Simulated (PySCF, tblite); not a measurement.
# C₈H₁₃NSi: geometry, infrared bands and NMR shifts

Aim: predict the infrared bands and NMR shifts of C₈H₁₃NSi (`CCC/C=C/C(C#N)=C/[SiH3]`).

Computed with tblite 0.8.0 and PySCF 2.14.0, with density-fitted response routines of our own, on a single molecule in the gas phase. Atoms are numbered from 0 throughout.

## (1) The starting structure

23 atoms, charge 0, multiplicity 1; geometry from: force field or distance geometry start.

Bonds of the start (Å): C0–C1 1.49, C1–C2 1.51, C2–C3 1.49, C3–C4 1.31, C4–C5 1.45, C5–C6 1.45, C6–N7 1.16, C5–C8 1.35, C8–Si9 1.83, C0–H10 1.11, C0–H11 1.11, C0–H12 1.12, C1–H13 1.13, C1–H14 1.09, C2–H15 1.11, C2–H16 1.13, C3–H17 1.09, C4–H18 1.09, C8–H19 1.08, Si9–H20 1.48, Si9–H21 1.47, Si9–H22 1.49.

## (2) Optimising the geometry with GFN2-xTB

What the job is given:

```
{"job": {"kind": "relax", "xc": "GFN2-xTB", "basis": "xTB"}, "charge": 0, "multiplicity": 1}
C     -4.145300    -0.255800    -0.438000
C     -2.733400    -0.733300    -0.430400
C     -1.922200     0.248000     0.379100
C     -0.476800    -0.112600     0.460900
C      0.466400     0.675800     0.016600
C      1.841600     0.219500     0.148100
C      2.156000    -1.055800     0.769000
N      2.408300    -2.063800     1.289700
C      2.860600     0.979300    -0.294900
Si     4.593900     0.409000    -0.115500
H     -4.743500    -0.779300     0.333300
H     -4.553300    -0.423700    -1.453100
H     -4.145700     0.851600    -0.270100
H     -2.715300    -1.692300     0.159800
H     -2.325500    -0.921000    -1.424100
H     -2.071200     1.310000     0.088600
H     -2.323900     0.191600     1.434700
H     -0.267900    -1.076900     0.933300
H      0.200700     1.625200    -0.441800
H      2.695700     1.939400    -0.758600
H      5.315500     0.459300    -1.402400
H      4.530900    -0.969300     0.405100
H      5.349800     1.202000     0.893700
```

The run is started by

```sh
OMP_NUM_THREADS=1 python probes_run.py task.json out
```

One launch serves the whole session: the jobs run in the order shown.

**Question.** This job is followed by: GFN2-xTB harmonic vibrations, gas phase; GIAO PBE0/pcSseg-1 NMR shielding, non-relativistic, gas phase. Predict these results of the whole session: strongest single infrared mode (GFN2-xTB); zero-point energy (GFN2-xTB); ¹³C shifts against TMS (PBE0/pcSseg-1); ¹H shifts against TMS (PBE0/pcSseg-1, means over atoms taken as alike); ¹⁵N shifts against NH3 (PBE0/pcSseg-1); ²⁹Si shifts against TMS (PBE0/pcSseg-1).

**Answer**, as computed:

| quantity | value |
| --- | --- |
| strongest single infrared mode (GFN2-xTB) | 793 cm⁻¹, 431 km/mol |
| zero-point energy (GFN2-xTB) | 112.9 kcal/mol |
| ¹³C shifts against TMS (PBE0/pcSseg-1) | 151.0, 144.4, 138.2, 136.6, 121.2, 41.9, 28.6, 17.2 ppm |
| ¹H shifts against TMS (PBE0/pcSseg-1, means over atoms taken as alike) | 6.77, 6.53, 6.29, 4.41, 2.18, 1.46, 1.14 ppm |
| ¹⁵N shifts against NH3 (PBE0/pcSseg-1) | 325.9 ppm |
| ²⁹Si shifts against TMS (PBE0/pcSseg-1) | -78.4 ppm |

Over 96 steps the energy fell by 0.692 eV; of the close pairs, C8–Si9 changed most, 1.834 to 1.881 Å. The lowest mode is slightly imaginary (5i cm⁻¹), a soft motion within the noise of the Hessian, so the minimum is not strictly shown. The strongest single mode, at 793 cm⁻¹, is spread over several atoms, H20, H22, H21, Si9 among them. Unscaled tight-binding wavenumbers are off by several per cent, some by more. Its intensities can rank the bands wrongly. At PBE0/pcSseg-1: Shielding is most anisotropic at N7 (span 433 ppm, paramagnetic term -402 ppm).
